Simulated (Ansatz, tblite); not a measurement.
**Mo(NH)2(OH)2 (H₄MoN₂O₂): removing and adding an electron**

What does removing or adding an electron cost or gain for Mo(NH)2(OH)2 (H₄MoN₂O₂)? Each charged state is run at several levels.

Program: Ansatz 0.2.0, Gaussian basis. Level of theory: as each input shows. These are calculated values, not measurements.

Plan: charge +1 doublet, at the geometry of the singlet (PBE0-D4/def2-TZVP, PBE-D4/def2-TZVP, r2SCAN-D4/def2-TZVP); charge -1 doublet, at the geometry of the singlet (PBE0-D4/def2-TZVPD, PBE-D4/def2-TZVPD, r2SCAN-D4/def2-TZVPD); the starting singlet's energies come from earlier runs.

### 1 The relaxed structure

The singlet was relaxed beforehand with B3LYP-D4/def2-SVP.

9 atoms, charge 0, spin multiplicity 1.

Atoms are counted from 1 here; the program's logs count them from 0.

Bond lengths: Mo1–N2 1.735 Å, Mo1–N4 1.735 Å, Mo1–O6 1.900 Å, Mo1–O8 1.900 Å, N2–H3 1.018 Å, N4–H5 1.018 Å, O6–H7 0.967 Å, O8–H9 0.967 Å. Angles: N2–Mo1–N4 111.6°, N2–Mo1–O6 109.3°, N2–Mo1–O8 107.3°, N4–Mo1–O6 107.3°, N4–Mo1–O8 109.3°, O6–Mo1–O8 112.1°, Mo1–N2–H3 156.2°, Mo1–N4–H5 156.3°, Mo1–O6–H7 119.9°, Mo1–O8–H9 119.9°.

Geometry (Å):

```xyz
9

Mo   -0.09631   -0.02136   -0.05869
N    -0.04794    0.31501    1.64259
H     0.38719    0.52309    2.53956
N     1.48996    0.00576   -0.76064
H     2.50196    0.11920   -0.77329
O    -1.12421    1.31588   -0.93437
H    -1.75832    1.84373   -0.43073
O    -0.84676   -1.75443   -0.27054
H    -0.50557   -2.34688   -0.95389
```

Formally the metal is d0. Mo takes a core potential in the def2 sets. No spin-orbit coupling is included.

### 2 Charge +1 doublet at the fixed geometry, first pass, PBE0-D4/def2-SVP

Contents of in.yaml:

```yaml
crystal:
  periodic: [false, false, false]
  atoms:
    - {symbol: Mo, position_ang: [-0.096306, -0.021365, -0.058689]}
    - {symbol: N, position_ang: [-0.047939, 0.315014, 1.642587]}
    - {symbol: H, position_ang: [0.387190, 0.523092, 2.539557]}
    - {symbol: N, position_ang: [1.489958, 0.005761, -0.760637]}
    - {symbol: H, position_ang: [2.501963, 0.119204, -0.773286]}
    - {symbol: O, position_ang: [-1.124214, 1.315884, -0.934371]}
    - {symbol: H, position_ang: [-1.758325, 1.843726, -0.430732]}
    - {symbol: O, position_ang: [-0.846759, -1.754431, -0.270538]}
    - {symbol: H, position_ang: [-0.505570, -2.346884, -0.953892]}
basis:
  gaussian: {orbitals: def2-SVP}
total_charge: 1
magnetization: {spin_polarized: true, initial_magnetization: 1}
hamiltonian: {xc: pbe0, dispersion: d4}
output: {orbitals: {seedname: orbitals}}
```

Run with:

```bash
> ansatz run in.yaml --threads 4 --pin off --events-out ev --progress --plain --max-ram 3916MiB
```

The program printed:

```text
Functional definition: PBE0
  name "PBE0"
  cite "Adamo & Barone, J. Chem. Phys. 110, 6158 (1999) doi:10.1063/1.478522"
  cite "Perdew, Burke & Ernzerhof, Phys. Rev. Lett. 77, 3865 (1996) doi:10.1103/PhysRevLett.77.3865"
  parent pbe
  parameter a = 0.25
  parameter kappa = 0.804
  parameter beta = 0.06672455060314922
  exchange = (1 - a)*pbe_x(kappa = kappa, mu = beta*pi^2/3) + a*exact_x
  correlation = pbe_c(beta = beta)
1083 factors; integrals over basis functions are off by at most 8.5e-4 eV
mean field evaluation 1: about -8953.2260 eV, gradient 7.6e1 eV
mean field evaluation 2: about -8840.2587 eV, gradient 1.8e2 eV
mean field evaluation 4: about -8973.7595 eV, gradient 6.8e0 eV
mean field evaluation 8: about -8974.2029 eV, gradient 1.1e0 eV
mean field evaluation 16: about -8974.2225 eV, gradient 1.0e-1 eV
mean field evaluation 32: about -8974.2252 eV, gradient 8.1e-4 eV
mean field evaluation 64: about -8974.0202 eV, gradient 9.6e-1 eV
mean field -8974.22524306 eV, -329.7966947342 hartree, gradient 1.6e-5 eV, S^2 0.830498; 6 other end points of the search recorded, 0 dependent functions left out
reference -8974.22529978 eV, -329.7966968185 hartree; 24, 23 occupied and 83, 84 virtual orbitals, 1083 factors
Total energy: -8974.39112296 eV, -329.8027907079 hartree
```

Run time: 7 s. Hardware: 4 threads of Arm Neoverse V1, shared host.

Report: HOMO -13.92 eV, LUMO -11.53 eV (over both spins); ⟨S²⟩ 0.830 (pure: 0.75).

### 3 Charge +1 doublet at the fixed geometry, PBE0-D4/def2-TZVP

start.molden holds the orbitals of an earlier run on this state, given as this run's starting guess.

in.yaml, as its differences from that of step 2:

```diff
@@ -13,3 +13,3 @@
 basis:
-  gaussian: {orbitals: def2-SVP}
+  gaussian: {orbitals: def2-TZVP, initial_orbitals: start.molden}
 total_charge: 1
@@ -17,2 +17,3 @@
 hamiltonian: {xc: pbe0, dispersion: d4}
+scf: {omitted_lower_state_checks: [starts]}
 output: {orbitals: {seedname: orbitals}}
```

The command is unchanged.

The program printed:

```text
Functional definition: PBE0
  name "PBE0"
  cite "Adamo & Barone, J. Chem. Phys. 110, 6158 (1999) doi:10.1063/1.478522"
  cite "Perdew, Burke & Ernzerhof, Phys. Rev. Lett. 77, 3865 (1996) doi:10.1103/PhysRevLett.77.3865"
  parent pbe
  parameter a = 0.25
  parameter kappa = 0.804
  parameter beta = 0.06672455060314922
  exchange = (1 - a)*pbe_x(kappa = kappa, mu = beta*pi^2/3) + a*exact_x
  correlation = pbe_c(beta = beta)
these checks for a lower state are left out or cut short: starts
1166 factors; their error is unknown
mean field evaluation 1: about -8979.5599 eV, gradient 1.1e2 eV
mean field evaluation 2: about -8983.1676 eV, gradient 3.4e0 eV
mean field evaluation 4: about -8983.2961 eV, gradient 3.2e-1 eV
mean field evaluation 8: about -8983.2963 eV, gradient 1.3e-4 eV
mean field -8983.29631748 eV, -330.1300505703 hartree, gradient 1.2e-5 eV, S^2 0.829923; 0 other end points of the search recorded, 0 dependent functions left out
reference -8983.29635207 eV, -330.1300518414 hartree; 24, 23 occupied and 164, 165 virtual orbitals, 1166 factors
Total energy: -8983.46217524 eV, -330.1361457308 hartree
Checks for a lower state left out: starts
```

Wall time 11 s (4 threads of Arm Neoverse V1, shared host); peak memory 0.75 GiB.

HOMO -13.92 eV, LUMO -11.50 eV (over both spins); ⟨S²⟩ 0.830 (pure: 0.75).

### 4 Charge +1 doublet at the fixed geometry, PBE-D4/def2-TZVP

in.yaml, as its differences from that of step 3:

```diff
@@ -16,3 +16,3 @@
 magnetization: {spin_polarized: true, initial_magnetization: 1}
-hamiltonian: {xc: pbe0, dispersion: d4}
+hamiltonian: {xc: pbe, dispersion: d4}
 scf: {omitted_lower_state_checks: [starts]}
```

Launched as before.

The program printed:

```text
Functional definition: PBE
  name "PBE"
  cite "Perdew, Burke & Ernzerhof, Phys. Rev. Lett. 77, 3865 (1996) doi:10.1103/PhysRevLett.77.3865"
  parent pbe
  parameter kappa = 0.804
  parameter beta = 0.06672455060314922
  exchange = pbe_x(kappa = kappa, mu = beta*pi^2/3)
  correlation = pbe_c(beta = beta)
these checks for a lower state are left out or cut short: starts
1096 factors; their error is unknown
mean field evaluation 1: about -8985.4709 eV, gradient 7.4e0 eV
mean field evaluation 2: about -8985.7125 eV, gradient 3.7e-1 eV
mean field evaluation 4: about -8985.7021 eV, gradient 2.7e-1 eV
mean field evaluation 8: about -8985.7023 eV, gradient 1.1e-4 eV
mean field -8985.70233671 eV, -330.2184701463 hartree, gradient 9.1e-6 eV, S^2 0.767154; 0 other end points of the search recorded, 0 dependent functions left out
reference -8985.70238964 eV, -330.2184720915 hartree; 24, 23 occupied and 164, 165 virtual orbitals, 1096 factors
Total energy: -8985.89860846 eV, -330.2256830000 hartree
Checks for a lower state left out: starts
```

Wall time 3.7 s (4 threads of Arm Neoverse V1, shared host).

Report: HOMO -12.85 eV, LUMO -12.31 eV (over both spins); ⟨S²⟩ 0.767 (pure: 0.75).

### 5 Charge +1 doublet at the fixed geometry, r2SCAN-D4/def2-TZVP

in.yaml, as its differences from that of step 4:

```diff
@@ -16,3 +16,3 @@
 magnetization: {spin_polarized: true, initial_magnetization: 1}
-hamiltonian: {xc: pbe, dispersion: d4}
+hamiltonian: {xc: r2scan, dispersion: d4}
 scf: {omitted_lower_state_checks: [starts]}
```

Same command.

The program printed:

```text
Functional definition: r2SCAN
  name "r2SCAN"
  cite "Furness, Kaplan, Ning, Perdew & Sun, J. Phys. Chem. Lett. 11, 8208 (2020) doi:10.1021/acs.jpclett.0c02405"
  cite "Furness, Kaplan, Ning, Perdew & Sun, J. Phys. Chem. Lett. 11, 9248 (2020) doi:10.1021/acs.jpclett.0c03077"
  parent r2scan
  parameter k0 = 0.174
  parameter k1 = 0.065
  parameter a1 = 4.9479
  exchange = r2scan_x(k0 = k0, k1 = k1, a1 = a1)
  correlation = r2scan_c
these checks for a lower state are left out or cut short: starts
1096 factors; their error is unknown
mean field evaluation 1: about -8989.6156 eV, gradient 4.1e0 eV
mean field evaluation 2: about -8989.6930 eV, gradient 1.1e-1 eV
mean field evaluation 4: about -8989.6813 eV, gradient 1.5e-2 eV
mean field evaluation 8: about -8989.6813 eV, gradient 2.0e-5 eV
mean field -8989.68127158 eV, -330.3646933058 hartree, gradient 2.1e-5 eV, S^2 0.801443; 0 other end points of the search recorded, 0 dependent functions left out
reference -8989.68128642 eV, -330.3646938511 hartree; 24, 23 occupied and 164, 165 virtual orbitals, 1096 factors
Total energy: -8989.72779078 eV, -330.3664028550 hartree
Checks for a lower state left out: starts
```

Wall time 8.5 s (4 threads of Arm Neoverse V1, shared host).

Report: HOMO -12.99 eV, LUMO -12.16 eV (over both spins); ⟨S²⟩ 0.801 (pure: 0.75).

### 6 Vertical ionisation energy

Charged state less starting state, singlet to doublet; the starting state's energies are those of its earlier runs.

| level | vertical ionisation energy (eV) | time |
| --- | --- | --- |
| PBE-D4/def2-TZVP | +9.35 | 5.4 s |
| r2SCAN-D4/def2-TZVP | +9.44 | 12 s |
| PBE0-D4/def2-TZVP | +9.63 | 14 s |

Times add the two runs; a level without a time comes out of a correlated run.

Beside −ε(HOMO) of the starting state:

```csv
level,−ε(HOMO) (eV),by difference (eV),mismatch (eV)
PBE-D4/def2-TZVP,6.34,9.35,-3.01
r2SCAN-D4/def2-TZVP,6.64,9.44,-2.80
PBE0-D4/def2-TZVP,7.71,9.63,-1.92
```

### 7 Charge -1 doublet at the fixed geometry, first pass, PBE0-D4/def2-SVP

in.yaml, as its differences from that of step 5:

```diff
@@ -13,7 +13,6 @@
 basis:
-  gaussian: {orbitals: def2-TZVP, initial_orbitals: start.molden}
-total_charge: 1
+  gaussian: {orbitals: def2-SVP}
+total_charge: -1
 magnetization: {spin_polarized: true, initial_magnetization: 1}
-hamiltonian: {xc: r2scan, dispersion: d4}
-scf: {omitted_lower_state_checks: [starts]}
+hamiltonian: {xc: pbe0, dispersion: d4}
 output: {orbitals: {seedname: orbitals}}
```

Same command.

The program printed:

```text
Functional definition: PBE0
  name "PBE0"
  cite "Adamo & Barone, J. Chem. Phys. 110, 6158 (1999) doi:10.1063/1.478522"
  cite "Perdew, Burke & Ernzerhof, Phys. Rev. Lett. 77, 3865 (1996) doi:10.1103/PhysRevLett.77.3865"
  parent pbe
  parameter a = 0.25
  parameter kappa = 0.804
  parameter beta = 0.06672455060314922
  exchange = (1 - a)*pbe_x(kappa = kappa, mu = beta*pi^2/3) + a*exact_x
  correlation = pbe_c(beta = beta)
1083 factors; integrals over basis functions are off by at most 8.5e-4 eV
mean field evaluation 1: about -8969.8533 eV, gradient 5.7e1 eV
mean field evaluation 2: about -8880.2102 eV, gradient 1.5e2 eV
mean field evaluation 4: about -8982.0187 eV, gradient 1.1e1 eV
mean field evaluation 8: about -8982.5998 eV, gradient 8.4e-1 eV
mean field evaluation 16: about -8982.8829 eV, gradient 1.1e-1 eV
mean field evaluation 32: about -8982.8867 eV, gradient 3.2e-3 eV
mean field evaluation 64: about -8982.8482 eV, gradient 2.5e0 eV
mean field -8982.88673324 eV, -330.1149986271 hartree, gradient 1.1e-5 eV, S^2 0.754185; 7 other end points of the search recorded, 0 dependent functions left out
reference -8982.88678384 eV, -330.1150004868 hartree; 25, 24 occupied and 82, 83 virtual orbitals, 1083 factors
Total energy: -8983.10056156 eV, -330.1228566730 hartree
```

It took 8 s on 4 threads of Arm Neoverse V1, shared host.

HOMO 2.88 eV, LUMO 4.68 eV (over both spins); ⟨S²⟩ 0.754 (pure: 0.75). Doubts: highest occupied level lies above zero.

### 8 Charge -1 doublet at the fixed geometry, PBE0-D4/def2-TZVPD

in.yaml, as its differences from that of step 7:

```diff
@@ -13,3 +13,3 @@
 basis:
-  gaussian: {orbitals: def2-SVP}
+  gaussian: {orbitals: def2-TZVPD, initial_orbitals: start.molden}
 total_charge: -1
@@ -17,2 +17,3 @@
 hamiltonian: {xc: pbe0, dispersion: d4}
+scf: {omitted_lower_state_checks: [starts]}
 output: {orbitals: {seedname: orbitals}}
```

Same command.

The program printed:

```text
Functional definition: PBE0
  name "PBE0"
  cite "Adamo & Barone, J. Chem. Phys. 110, 6158 (1999) doi:10.1063/1.478522"
  cite "Perdew, Burke & Ernzerhof, Phys. Rev. Lett. 77, 3865 (1996) doi:10.1103/PhysRevLett.77.3865"
  parent pbe
  parameter a = 0.25
  parameter kappa = 0.804
  parameter beta = 0.06672455060314922
  exchange = (1 - a)*pbe_x(kappa = kappa, mu = beta*pi^2/3) + a*exact_x
  correlation = pbe_c(beta = beta)
these checks for a lower state are left out or cut short: starts
1308 factors; their error is unknown
mean field evaluation 1: about -8987.9424 eV, gradient 1.1e2 eV
mean field evaluation 2: about -8992.1414 eV, gradient 5.0e0 eV
mean field evaluation 4: about -8992.5969 eV, gradient 1.3e-1 eV
mean field evaluation 8: about -8992.6819 eV, gradient 1.1e-2 eV
mean field evaluation 16: about -8992.6819 eV, gradient 4.6e-6 eV
mean field -8992.68188460 eV, -330.4749638004 hartree, gradient 4.6e-6 eV, S^2 0.754799; 0 other end points of the search recorded, 0 dependent functions left out
reference -8992.68193347 eV, -330.4749655965 hartree; 25, 24 occupied and 205, 206 virtual orbitals, 1308 factors
Total energy: -8992.89571119 eV, -330.4828217827 hartree
Checks for a lower state left out: starts
```

Wall time 18 s (4 threads of Arm Neoverse V1, shared host); peak memory 1.1 GiB.

Report: HOMO 2.01 eV, LUMO 3.37 eV (over both spins); ⟨S²⟩ 0.755 (pure: 0.75). Doubts: highest occupied level lies above zero.

### 9 Charge -1 doublet at the fixed geometry, PBE-D4/def2-TZVPD

in.yaml, as its differences from that of step 8:

```diff
@@ -16,3 +16,3 @@
 magnetization: {spin_polarized: true, initial_magnetization: 1}
-hamiltonian: {xc: pbe0, dispersion: d4}
+hamiltonian: {xc: pbe, dispersion: d4}
 scf: {omitted_lower_state_checks: [starts]}
```

Launched as before.

The program printed:

```text
Functional definition: PBE
  name "PBE"
  cite "Perdew, Burke & Ernzerhof, Phys. Rev. Lett. 77, 3865 (1996) doi:10.1103/PhysRevLett.77.3865"
  parent pbe
  parameter kappa = 0.804
  parameter beta = 0.06672455060314922
  exchange = pbe_x(kappa = kappa, mu = beta*pi^2/3)
  correlation = pbe_c(beta = beta)
these checks for a lower state are left out or cut short: starts
1238 factors; their error is unknown
mean field evaluation 1: about -8994.4433 eV, gradient 7.4e0 eV
mean field evaluation 2: about -8994.7133 eV, gradient 7.7e-1 eV
mean field evaluation 4: about -8994.8195 eV, gradient 1.4e-1 eV
mean field evaluation 8: about -8994.8037 eV, gradient 5.2e-4 eV
mean field evaluation 16: about -8994.8037 eV, gradient 3.2e-5 eV
mean field -8994.80365687 eV, -330.5529374931 hartree, gradient 3.3e-6 eV, S^2 0.750998; 0 other end points of the search recorded, 0 dependent functions left out
reference -8994.80371110 eV, -330.5529394860 hartree; 25, 24 occupied and 205, 206 virtual orbitals, 1238 factors
Total energy: -8995.05616354 eV, -330.5622169422 hartree
Checks for a lower state left out: starts
```

It took 7.5 s on 4 threads of Arm Neoverse V1, shared host.

HOMO 2.20 eV, LUMO 2.41 eV (over both spins); ⟨S²⟩ 0.751 (pure: 0.75). Doubts: highest occupied level lies above zero.

### 10 Charge -1 doublet at the fixed geometry, r2SCAN-D4/def2-TZVPD

in.yaml, as its differences from that of step 9:

```diff
@@ -16,3 +16,3 @@
 magnetization: {spin_polarized: true, initial_magnetization: 1}
-hamiltonian: {xc: pbe, dispersion: d4}
+hamiltonian: {xc: r2scan, dispersion: d4}
 scf: {omitted_lower_state_checks: [starts]}
```

Launched as before.

The program printed:

```text
Functional definition: r2SCAN
  name "r2SCAN"
  cite "Furness, Kaplan, Ning, Perdew & Sun, J. Phys. Chem. Lett. 11, 8208 (2020) doi:10.1021/acs.jpclett.0c02405"
  cite "Furness, Kaplan, Ning, Perdew & Sun, J. Phys. Chem. Lett. 11, 9248 (2020) doi:10.1021/acs.jpclett.0c03077"
  parent r2scan
  parameter k0 = 0.174
  parameter k1 = 0.065
  parameter a1 = 4.9479
  exchange = r2scan_x(k0 = k0, k1 = k1, a1 = a1)
  correlation = r2scan_c
these checks for a lower state are left out or cut short: starts
1238 factors; their error is unknown
mean field evaluation 1: about -8998.6121 eV, gradient 3.9e0 eV
mean field evaluation 2: about -8998.7254 eV, gradient 6.1e-1 eV
mean field evaluation 4: about -8998.7708 eV, gradient 5.6e-2 eV
mean field evaluation 8: about -8998.7592 eV, gradient 2.4e-4 eV
mean field evaluation 16: about -8998.7592 eV, gradient 1.5e-5 eV
mean field -8998.75918062 eV, -330.6983003096 hartree, gradient 5.9e-6 eV, S^2 0.753142; 0 other end points of the search recorded, 0 dependent functions left out
reference -8998.75921245 eV, -330.6983014796 hartree; 25, 24 occupied and 205, 206 virtual orbitals, 1238 factors
Total energy: -8998.82034127 eV, -330.7005479223 hartree
Checks for a lower state left out: starts
```

Run time: 27 s. Hardware: 4 threads of Arm Neoverse V1, shared host; peak memory 0.75 GiB.

Report: HOMO 2.25 eV, LUMO 2.60 eV (over both spins); ⟨S²⟩ 0.753 (pure: 0.75). Doubts: highest occupied level lies above zero.

### 11 Vertical electron affinity

Starting state less charged state (positive: the electron is bound), singlet to doublet; the starting state's energies are those of its earlier runs.

```
               level  vertical electron affinity (eV)  time
   PBE-D4/def2-TZVPD                            -0.32  10 s
r2SCAN-D4/def2-TZVPD                            -0.45  31 s
  PBE0-D4/def2-TZVPD                            -0.31  21 s
```

Times add the two runs; a level without a time comes out of a correlated run.

Beside −ε(LUMO) of the starting state:

```csv
level,−ε(LUMO) (eV),by difference (eV),mismatch (eV)
PBE-D4/def2-TZVPD,2.20,-0.32,+2.52
r2SCAN-D4/def2-TZVPD,2.11,-0.45,+2.55
PBE0-D4/def2-TZVPD,1.44,-0.31,+1.75
```

### 12 Outcome

```
                                             quantity                                    value
 vertical ionisation energy, functionals in def2-TZVP       9.35 (PBE-D4) to 9.63 eV (PBE0-D4)
vertical electron affinity, functionals in def2-TZVPD  -0.45 (r2SCAN-D4) to -0.31 eV (PBE0-D4)
```

**Reading.** The vertical ionisation energy spans 9.35 to 9.63 eV over the functionals. −ε(HOMO) misses the level's own difference by -1.92 eV at best (PBE0-D4) and -3.01 eV at worst (PBE-D4). The vertical electron affinity spans -0.45 to -0.31 eV over the functionals. A negative affinity means an unbound electron, held by the basis alone. −ε(LUMO) misses the level's own difference by +1.75 eV at best (PBE0-D4) and +2.55 eV at worst (r2SCAN-D4). The charged states' spins were chosen beforehand and needn't be their lowest.
